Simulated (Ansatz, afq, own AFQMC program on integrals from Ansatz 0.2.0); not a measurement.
# GeNH₂ (quartet): AFQMC on the coupled-cluster ladder at distance Ge1–N2 = 2.592 Å, cc-pVDZ

Aim: compute GeNH₂ (quartet) with auxiliary-field quantum Monte Carlo on the same integrals as coupled cluster, and set the energies side by side.

Method: cc-pVDZ, frozen cores; program: Ansatz 0.2.0, Gaussian basis, and an in-house AFQMC program (afq) on its integrals; all values are calculated.

Plan: PBE (unrestricted); r2SCAN (unrestricted); PBE0 (unrestricted); B3LYP (unrestricted); wB97M-V (unrestricted); B2PLYP (unrestricted); CCSD(T) on UHF; CCSDT(Q) on UHF; Phaseless AFQMC, CISD trial on UHF.

## Step 1: The system

The geometry derives from a PBE0/def2-TZVP stationary point (not a proven minimum). One bond is set to the value named and the two fragments are kept rigid. No spin-orbit coupling is included. The filled d shell of Ge may be among the frozen orbitals whatever the setting's name suggests; the logs give the count.

4 atoms, charge 0, spin multiplicity 4.

Atoms are counted from 1 here; the program's logs count them from 0.

Bond lengths: N2–H3 1.021 Å, N2–H4 1.021 Å. Angles: H3–N2–H4 108.9°.

## Step 2: PBE (unrestricted)

in.yaml

```yaml
crystal:
  periodic: [false, false, false]
  atoms:
    - {symbol: Ge, position_ang: [0.000000, 0.000000, 0.481915]}
    - {symbol: N, position_ang: [0.000000, 0.000000, -2.110085]}
    - {symbol: H, position_ang: [0.000000, 0.830871, -2.704001]}
    - {symbol: H, position_ang: [0.000000, -0.830871, -2.704001]}
basis:
  gaussian: {orbitals: cc-pVDZ}
magnetization: {spin_polarized: true, initial_magnetization: 3}
hamiltonian: {xc: {name: PBE}}
output: {orbitals: {seedname: orbitals}}
```

Run with:

```bash
> ansatz run in.yaml --threads 1 --pin off --events-out ev --progress --plain --max-ram 1382MiB
```

Output:

```text
Functional definition: PBE
  name "PBE"
  cite "Perdew, Burke & Ernzerhof, Phys. Rev. Lett. 77, 3865 (1996) doi:10.1103/PhysRevLett.77.3865"
  parent pbe
  parameter kappa = 0.804
  parameter beta = 0.06672455060314922
  exchange = pbe_x(kappa = kappa, mu = beta*pi^2/3)
  correlation = pbe_c(beta = beta)
553 factors; integrals over basis functions are off by at most 1.2e-3 eV
mean field evaluation 1: about -58023.2834 eV, gradient 2.3e1 eV
mean field evaluation 2: about -58018.0269 eV, gradient 3.9e1 eV
mean field evaluation 4: about -58025.6040 eV, gradient 1.3e0 eV
mean field evaluation 8: about -58025.6151 eV, gradient 6.0e-3 eV
mean field evaluation 16: about -58024.4366 eV, gradient 3.4e0 eV
mean field -58025.61512405 eV, -2132.4020246343 hartree, gradient 6.7e-5 eV, S^2 3.754907; 5 other end points of the search recorded, 0 dependent functions left out
reference -58025.61515390 eV, -2132.4020257314 hartree; 22, 19 occupied and 29, 32 virtual orbitals, 553 factors
Total energy: -58025.61515390 eV, -2132.4020257314 hartree
```

Wall time 2 s (1 thread of Intel Xeon Platinum 8375C at 2.90GHz (Ice Lake), shared host).

From the report: ⟨S²⟩ of the determinant 3.755 (pure quartet: 3.75).

## Step 3: r2SCAN (unrestricted)

in.yaml: that of step 2 with these lines changed.

```diff
@@ -10,3 +10,2 @@
 magnetization: {spin_polarized: true, initial_magnetization: 3}
-hamiltonian: {xc: {name: PBE}}
-output: {orbitals: {seedname: orbitals}}
+hamiltonian: {xc: {name: r2SCAN}}
```

Launched as before.

Output:

```text
Functional definition: r2SCAN
  name "r2SCAN"
  cite "Furness, Kaplan, Ning, Perdew & Sun, J. Phys. Chem. Lett. 11, 8208 (2020) doi:10.1021/acs.jpclett.0c02405"
  cite "Furness, Kaplan, Ning, Perdew & Sun, J. Phys. Chem. Lett. 11, 9248 (2020) doi:10.1021/acs.jpclett.0c03077"
  parent r2scan
  parameter k0 = 0.174
  parameter k1 = 0.065
  parameter a1 = 4.9479
  exchange = r2scan_x(k0 = k0, k1 = k1, a1 = a1)
  correlation = r2scan_c
553 factors; integrals over basis functions are off by at most 1.2e-3 eV
mean field evaluation 1: about -58033.1437 eV, gradient 2.0e1 eV
mean field evaluation 2: about -58030.9882 eV, gradient 2.9e1 eV
mean field evaluation 4: about -58034.9799 eV, gradient 8.1e-1 eV
mean field evaluation 8: about -58034.9866 eV, gradient 1.7e-2 eV
mean field evaluation 16: about -58033.6830 eV, gradient 3.7e0 eV
mean field -58034.98661075 eV, -2132.7464204184 hartree, gradient 2.9e-5 eV, S^2 3.763165; 2 other end points of the search recorded, 0 dependent functions left out
reference -58034.98662060 eV, -2132.7464207803 hartree; 22, 19 occupied and 29, 32 virtual orbitals, 553 factors
Total energy: -58034.98662060 eV, -2132.7464207803 hartree
```

Run time: 2.6 s. Hardware: 1 thread of Intel Xeon Platinum 8375C at 2.90GHz (Ice Lake), shared host.

From the report: ⟨S²⟩ of the determinant 3.763 (pure quartet: 3.75).

## Step 4: PBE0 (unrestricted)

in.yaml: that of step 3 with these lines changed.

```diff
@@ -10,2 +10,3 @@
 magnetization: {spin_polarized: true, initial_magnetization: 3}
-hamiltonian: {xc: {name: r2SCAN}}
+hamiltonian: {xc: {name: PBE0}}
+output: {orbitals: {seedname: orbitals}}
```

Launched as before.

Output:

```text
Functional definition: PBE0
  name "PBE0"
  cite "Adamo & Barone, J. Chem. Phys. 110, 6158 (1999) doi:10.1063/1.478522"
  cite "Perdew, Burke & Ernzerhof, Phys. Rev. Lett. 77, 3865 (1996) doi:10.1103/PhysRevLett.77.3865"
  parent pbe
  parameter a = 0.25
  parameter kappa = 0.804
  parameter beta = 0.06672455060314922
  exchange = (1 - a)*pbe_x(kappa = kappa, mu = beta*pi^2/3) + a*exact_x
  correlation = pbe_c(beta = beta)
553 factors; integrals over basis functions are off by at most 1.2e-3 eV
mean field evaluation 1: about -58025.9656 eV, gradient 1.7e1 eV
mean field evaluation 2: about -58025.5547 eV, gradient 1.9e1 eV
mean field evaluation 4: about -58027.2166 eV, gradient 3.3e-1 eV
mean field evaluation 8: about -58027.2884 eV, gradient 2.1e-2 eV
mean field evaluation 16: about -58027.2884 eV, gradient 1.9e-5 eV
mean field -58027.28839583 eV, -2132.4635162379 hartree, gradient 1.9e-5 eV, S^2 3.757484; 2 other end points of the search recorded, 0 dependent functions left out
reference -58027.28841770 eV, -2132.4635170417 hartree; 22, 19 occupied and 29, 32 virtual orbitals, 553 factors
Total energy: -58027.28841770 eV, -2132.4635170417 hartree
```

Run time: 1.7 s. Hardware: 1 thread of Intel Xeon Platinum 8375C at 2.90GHz (Ice Lake), shared host.

From the report: ⟨S²⟩ of the determinant 3.757 (pure quartet: 3.75).

## Step 5: B3LYP (unrestricted)

in.yaml: that of step 4 with these lines changed.

```diff
@@ -10,3 +10,2 @@
 magnetization: {spin_polarized: true, initial_magnetization: 3}
-hamiltonian: {xc: {name: PBE0}}
-output: {orbitals: {seedname: orbitals}}
+hamiltonian: {xc: {name: B3LYP}}
```

The command is unchanged.

Output (excerpt; [...] marks lines left out):

```text
Functional definition: B3LYP
  name "B3LYP"
  cite "Stephens, Devlin, Chabalowski & Frisch, J. Phys. Chem. 98, 11623 (1994) doi:10.1021/j100096a001"
  cite "Becke, Phys. Rev. A 38, 3098 (1988) doi:10.1103/PhysRevA.38.3098"
  cite "Lee, Yang & Parr, Phys. Rev. B 37, 785 (1988) doi:10.1103/PhysRevB.37.785"
  cite "Vosko, Wilk & Nusair, Can. J. Phys. 58, 1200 (1980) doi:10.1139/p80-159"
[...]
553 factors; integrals over basis functions are off by at most 1.2e-3 eV
[...]
mean field -58037.45822794 eV, -2132.8372506748 hartree, gradient 3.0e-5 eV, S^2 3.755805; 2 other end points of the search recorded, 0 dependent functions left out
reference -58037.45841643 eV, -2132.8372576016 hartree; 22, 19 occupied and 29, 32 virtual orbitals, 553 factors
Total energy: -58037.45841643 eV, -2132.8372576016 hartree
```

Wall time 2 s (1 thread of Intel Xeon Platinum 8375C at 2.90GHz (Ice Lake), shared host).

From the report: ⟨S²⟩ of the determinant 3.756 (pure quartet: 3.75).

## Step 6: wB97M-V (unrestricted)

in.yaml: that of step 5 with these lines changed.

```diff
@@ -10,2 +10,3 @@
 magnetization: {spin_polarized: true, initial_magnetization: 3}
-hamiltonian: {xc: {name: B3LYP}}
+hamiltonian: {xc: {name: wB97M-V}}
+output: {orbitals: {seedname: orbitals}}
```

The command is unchanged.

Output (excerpt; [...] marks lines left out):

```text
Functional definition: wB97M-V
  name "wB97M-V"
  cite "Mardirossian & Head-Gordon, J. Chem. Phys. 144, 214110 (2016) doi:10.1063/1.4952647"
  cite "Becke, J. Chem. Phys. 107, 8554 (1997) doi:10.1063/1.475007"
  cite "Vydrov & Van Voorhis, J. Chem. Phys. 133, 244103 (2010) doi:10.1063/1.3521275"
  # Of w^i u^j: cxij and so on, Table III.
[...]
  gx(w, u) = 1 - cx + cx01*u + cx10*w
  gss(w, u) = css00 + css04*u^4 + css10*w + css20*w^2 + css43*w^4*u^3
  gos(w, u) = cos00 + cos10*w + (cos20 + cos21*u)*w^2 + (cos60 + cos61*u)*w^6
[...]
      + integral(e_c_pw_mod_opposite_spin*gos(b97_w_opposite, b97_u_opposite)) + vv10(b, c)
553 factors; integrals over basis functions are off by at most 1.2e-3 eV
152 factors; integrals over basis functions are off by at most 5.4e-6 eV
[...]
mean field -58032.33256184 eV, -2132.6488859198 hartree, gradient 2.8e-5 eV, S^2 3.756380; 2 other end points of the search recorded, 0 dependent functions left out
reference -58032.33259166 eV, -2132.6488870156 hartree; 22, 19 occupied and 29, 32 virtual orbitals, 553 factors
Total energy: -58032.33259166 eV, -2132.6488870156 hartree
```

Run time: 5.5 s. Hardware: 1 thread of Intel Xeon Platinum 8375C at 2.90GHz (Ice Lake), shared host.

From the report: ⟨S²⟩ of the determinant 3.756 (pure quartet: 3.75).

## Step 7: B2PLYP (unrestricted)

in.yaml: that of step 6 with these lines changed.

```diff
@@ -10,3 +10,3 @@
 magnetization: {spin_polarized: true, initial_magnetization: 3}
-hamiltonian: {xc: {name: wB97M-V}}
-output: {orbitals: {seedname: orbitals}}
+hamiltonian: {xc: {name: B2PLYP}}
+correlation: {electrons: outside_noble_gas}
```

Same command.

Output (excerpt; [...] marks lines left out):

```text
Functional definition: B2PLYP
  name "B2PLYP"
  cite "Grimme, J. Chem. Phys. 124, 034108 (2006) doi:10.1063/1.2148954"
  cite "Becke, Phys. Rev. A 38, 3098 (1988) doi:10.1103/PhysRevA.38.3098"
  cite "Lee, Yang & Parr, Phys. Rev. B 37, 785 (1988) doi:10.1103/PhysRevB.37.785"
[...]
553 factors; integrals over basis functions are off by at most 1.2e-3 eV
[...]
mean field -58021.61999711 eV, -2132.2552064271 hartree, gradient 2.6e-6 eV, S^2 3.761069; 4 other end points of the search recorded, 0 dependent functions left out
15 core orbitals not correlated: weight in the atoms' cores, before any rotation towards them, 1.000 or more for the frozen orbitals, at most 0.000 for the correlated occupied ones
reference -58021.62011412 eV, -2132.2552107272 hartree; 7, 4 occupied and 29, 32 virtual orbitals, 553 factors
second order -6.28925514 eV of doubles, -0.00000000 eV of singles
Total energy: -58023.31821301 eV, -2132.3176147104 hartree
```

Wall time 2.5 s (1 thread of Intel Xeon Platinum 8375C at 2.90GHz (Ice Lake), shared host).

From the report: ⟨S²⟩ of the determinant 3.761 (pure quartet: 3.75).

## Step 8: CCSD(T) on UHF

in.yaml: that of step 7 with these lines changed.

```diff
@@ -10,3 +10,2 @@
 magnetization: {spin_polarized: true, initial_magnetization: 3}
-hamiltonian: {xc: {name: B2PLYP}}
-correlation: {electrons: outside_noble_gas}
+correlation: {method: ccsd_t, electrons: outside_noble_gas, hamiltonian_folder: ham}
```

The command is unchanged.

Output (excerpt; [...] marks lines left out):

```text
Functional definition: HF
  name "HF"
  cite "Fock, Z. Phys. 61, 126 (1930) doi:10.1007/BF01340294"
  parent pbe
[...]
553 factors; integrals over basis functions are off by at most 1.2e-3 eV
[...]
mean field -57984.05472000 eV, -2130.8747079559 hartree, gradient 1.6e-6 eV, S^2 3.779023; 6 other end points of the search recorded, 0 dependent functions left out
determinant -57984.05472000 eV, -2130.8747079559 hartree, with singles and doubles -57990.08610254 eV, -2131.0963571764 hartree
determinant -57982.83495945 eV, -2130.8298825828 hartree, with singles and doubles -57988.95219799 eV, -2131.0546869525 hartree
determinant -57982.77723102 eV, -2130.8277611020 hartree, with singles and doubles -57988.88553557 eV, -2131.0522371537 hartree
determinant -57981.66255213 eV, -2130.7867974083 hartree, with singles and doubles -57987.82774855 eV, -2131.0133641979 hartree
determinant -57980.72056153 eV, -2130.7521798922 hartree, with singles and doubles -57986.87050950 eV, -2130.9781863116 hartree
15 core orbitals not correlated: weight in the atoms' cores, before any rotation towards them, 1.000 or more for the frozen orbitals, at most 0.000 for the correlated occupied ones
reference -57984.05472000 eV, -2130.8747079559 hartree; 7, 4 occupied and 29, 32 virtual orbitals, 553 factors
second order -5.10953240 eV of doubles, -0.00000000 eV of singles
cycle   1  -6.03124779 eV  change    1.3e-4 eV  update   9.1e-4
[...]
cycle   8  -6.03158285 eV  change    6.8e-6 eV  update   3.9e-6
perturbative correction -0.11499120 eV, -0.0042258485 hartree
Total energy: -57990.20129404 eV, -2131.1005903857 hartree
```

Run time: 4.2 s. Hardware: 1 thread of Intel Xeon Platinum 8375C at 2.90GHz (Ice Lake), shared host.

From the report: ⟨S²⟩ of the determinant 3.779 (pure quartet: 3.75); correlation -6.1466 eV; T1 0.013; largest double amplitude 0.06.

This run also writes the integrals to the folder ham.

## Step 9: CCSDT(Q) on UHF

in.yaml: that of step 8 with these lines changed.

```diff
@@ -10,2 +10,2 @@
 magnetization: {spin_polarized: true, initial_magnetization: 3}
-correlation: {method: ccsd_t, electrons: outside_noble_gas, hamiltonian_folder: ham}
+correlation: {method: ccsdt_q, electrons: outside_noble_gas}
```

The command is unchanged.

Output (excerpt; [...] marks lines left out):

```text
Functional definition: HF
  name "HF"
  cite "Fock, Z. Phys. 61, 126 (1930) doi:10.1007/BF01340294"
  parent pbe
[...]
982 factors; integrals over basis functions are off by at most 1.6e-7 eV
[...]
mean field -57984.05480045 eV, -2130.8747109127 hartree, gradient 1.2e-6 eV, S^2 3.779024; 9 other end points of the search recorded, 0 dependent functions left out
determinant -57984.05480045 eV, -2130.8747109127 hartree, with singles and doubles -57990.08617243 eV, -2131.0963597445 hartree
determinant -57982.83503097 eV, -2130.8298852108 hartree, with singles and doubles -57988.95225958 eV, -2131.0546892158 hartree
determinant -57982.77730826 eV, -2130.8277639406 hartree, with singles and doubles -57988.88560230 eV, -2131.0522396062 hartree
determinant -57981.66263460 eV, -2130.7868004390 hartree, with singles and doubles -57987.82782420 eV, -2131.0133669778 hartree
determinant -57980.72063757 eV, -2130.7521826865 hartree, with singles and doubles -57986.87057869 eV, -2130.9781888544 hartree
determinant -57980.57338391 eV, -2130.7467712146 hartree, with singles and doubles -57986.70055934 eV, -2130.9719407586 hartree
15 core orbitals not correlated: weight in the atoms' cores, before any rotation towards them, 1.000 or more for the frozen orbitals, at most 0.000 for the correlated occupied ones
reference -57984.05480045 eV, -2130.8747109127 hartree; 7, 4 occupied and 29, 32 virtual orbitals, 982 factors
second order -5.10953870 eV of doubles, -0.00000000 eV of singles
cycle   1  -5.75617246 eV  change   -6.5e-1 eV  update   6.7e-2
[...]
cycle  21  -6.16743162 eV  change    2.8e-7 eV  update   1.0e-6
perturbative correction -0.00847869 eV, -0.0003115861 hartree
Total energy: -57990.23071077 eV, -2131.1016714306 hartree
```

It took 19 s on 1 thread of Intel Xeon Platinum 8375C at 2.90GHz (Ice Lake), shared host; peak memory 0.28 GiB.

From the report: ⟨S²⟩ of the determinant 3.779 (pure quartet: 3.75); correlation -6.1759 eV; T1 0.013; largest double amplitude 0.06.

## Step 10: Phaseless AFQMC, CISD trial on UHF

It reads the integrals that the CCSD(T) run on this determinant wrote.

Run with:

```bash
> afq ham --method phaseless --trial cisd --walkers 60 --populations 1 --least-time 40 --time-step 0.005 --steps-per-block 50 --equilibration-blocks 28 --max-blocks 300 --target-error 0.0004 --factor-cut 1e-05 --start spin_pure --seed 1861 --release-times 0.24,0.51,0.99,1.62,2.4 --release-step 0.03 --release-every 4 --taylor-order 6
```

Output:

```text
orbitals 36  electrons 7 4  factors 266 of 553
reference energy -2130.87470796 Eh
CCSD correlation -0.22165657 Eh in 13 cycles, weight of the determinant in the CISD state 0.8965
energy of the start -2131.095366 Eh
 block  time / (1/Eh)  mean weight  energy / Eh
     1     0.250  1.0021  -2131.093391
     2     0.500  1.0004  -2131.097491
     3     0.750  1.0018  -2131.096789
     4     1.000  1.0023  -2131.099186
     5     1.250  1.0008  -2131.096841
     6     1.500  0.9996  -2131.097504
     7     1.750  0.9994  -2131.099169
     8     2.000  1.0009  -2131.096984
     9     2.250  0.9972  -2131.095012
    10     2.500  1.0010  -2131.096955
    13     3.250  1.0011  -2131.096734
    17     4.250  0.9981  -2131.103844
    21     5.250  1.0031  -2131.110589
    25     6.250  0.9994  -2131.105550
    29     7.250  0.9999  -2131.095358
    33     8.250  0.9999  -2131.105680
    37     9.250  0.9986  -2131.114135
    41    10.250  1.0001  -2131.099290
    45    11.250  1.0008  -2131.097383
    49    12.250  1.0006  -2131.104752
    53    13.250  1.0004  -2131.097284
    57    14.250  0.9986  -2131.100422
    61    15.250  0.9996  -2131.100330
    65    16.250  1.0029  -2131.117916
    69    17.250  1.0025  -2131.105332
    73    18.250  0.9976  -2131.105620
    77    19.250  0.9987  -2131.098397
    81    20.250  0.9995  -2131.098380
    85    21.250  1.0016  -2131.100822
    89    22.250  0.9977  -2131.100168
    93    23.250  1.0007  -2131.101809
    97    24.250  0.9980  -2131.101421
   101    25.250  1.0010  -2131.100122
   105    26.250  1.0003  -2131.099550
   109    27.250  0.9992  -2131.100472
   113    28.250  0.9986  -2131.102461
   117    29.250  0.9995  -2131.100244
   121    30.250  1.0013  -2131.106297
   125    31.250  1.0021  -2131.098856
   129    32.250  0.9996  -2131.103775
   133    33.250  0.9996  -2131.102497
   137    34.250  1.0002  -2131.096860
   141    35.250  1.0002  -2131.102698
   145    36.250  1.0004  -2131.101932
   149    37.250  1.0018  -2131.104157
   153    38.250  0.9989  -2131.100819
   157    39.250  1.0025  -2131.103274
   161    40.250  1.0010  -2131.100348
   165    41.250  1.0014  -2131.097220
   169    42.250  0.9991  -2131.106082
   173    43.250  1.0009  -2131.098164
   177    44.250  0.9995  -2131.099926
   181    45.250  0.9997  -2131.103536
   185    46.250  1.0002  -2131.101080
blocks merged  error / Eh  count
     1  0.000292  160
     2  0.000350  80
     4  0.000387  40
     8  0.000346  20
    16  0.000403  10
released: time / (1/Eh)  energy / Eh  error  mean overlap
  0.24  -2131.101962  0.000386  1.0008
  0.51  -2131.101433  0.000329  1.0122
  0.99  -2131.101824  0.000387  1.0017
  1.62  -2131.101424  0.000471  1.0089
  2.40  -2131.101540  0.000658  1.0044
energy -2131.102036 +/- 0.000387 Eh
```

Run time: 9.2 min. Hardware: 1 thread of Intel Xeon Platinum 8375C at 2.90GHz (Ice Lake), shared host.

Energy -57990.2406 ± 0.0105 eV. Caveats: constraint bias not in the error.

## Step 11: AFQMC on the ladder

On the UHF determinant, counted from CCSDT(Q) (a yardstick, not exact):

| level | energy (eV) | from CCSDT(Q) (meV) | statistical error (meV) | time |
| --- | --- | --- | --- | --- |
| HF | -57984.0547 | +6176.0 |  |  |
| MP2 | -57989.1643 | +1066.5 |  |  |
| CCSD | -57990.0863 | +144.4 |  |  |
| CCSD(T) | -57990.2013 | +29.4 |  |  |
| CCSDT(Q) | -57990.2307 | 0.0 |  |  |
| Phaseless AFQMC, CISD trial, step 0.005, 60 walkers | -57990.2406 | -9.9 | 10.5 | 9.2 min |

The functionals' totals stand on their own zeros and serve differences with other points: PBE -58025.615 eV; r2SCAN -58034.987 eV; PBE0 -58027.288 eV; B3LYP -58037.458 eV; wB97M-V -58032.333 eV; B2PLYP -58023.318 eV.

## Step 12: What came out

```
                                        quantity            value
                    CCSD(T) on UHF from CCSDT(Q)        +29.4 meV
Phaseless AFQMC, CISD trial on UHF from CCSDT(Q)  -9.9 ± 10.5 meV
```

What this shows: On UHF the phaseless walk with the CISD trial lies -9.9 meV from CCSDT(Q), within three error bars. Error bars are statistical and leave out the constraint, the time step and what remains of the start.
